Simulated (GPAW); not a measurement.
RuAu:

```xyz
2
Lattice="3.1648 0.0000 0.0000 0.0000 3.1648 0.0000 0.0000 0.0000 3.1648" Properties=species:S:1:pos:R:3 pbc="T T T"
Ru    0.0000    0.0000    0.0000
Au    1.5824    1.5824    1.5824
```

The cell was built by a generator and needn't be a form met in nature.

Base run:

```yaml
Program: GPAW 26.7.0
Functional: LDA
Potentials_or_basis: the program's PAW data sets (release 1.2.1) made for this functional
Cutoff: 600 eV
Basis: pw
k_mesh: 8 × 8 × 8
Occupations: fermi-dirac, width 0.05 eV
Spin: no spin polarisation
```

Its results: pressure -11.7 GPa.

**Question.** The run is repeated on the same cell with these changes: functional from LDA to PBE; potentials or basis from the program's PAW data sets (release 1.2.1) made for this functional to GPAW PAW data sets (gpaw-data 1.2.1). What comes out?

**Answer.** Pressure 2.0 GPa.

Caveats: with this Au data set, volumes or pressures lay over 1.5 % or 2 GPa off other programs in two to four cells of ten.

Not every run made on this cell is shown here.
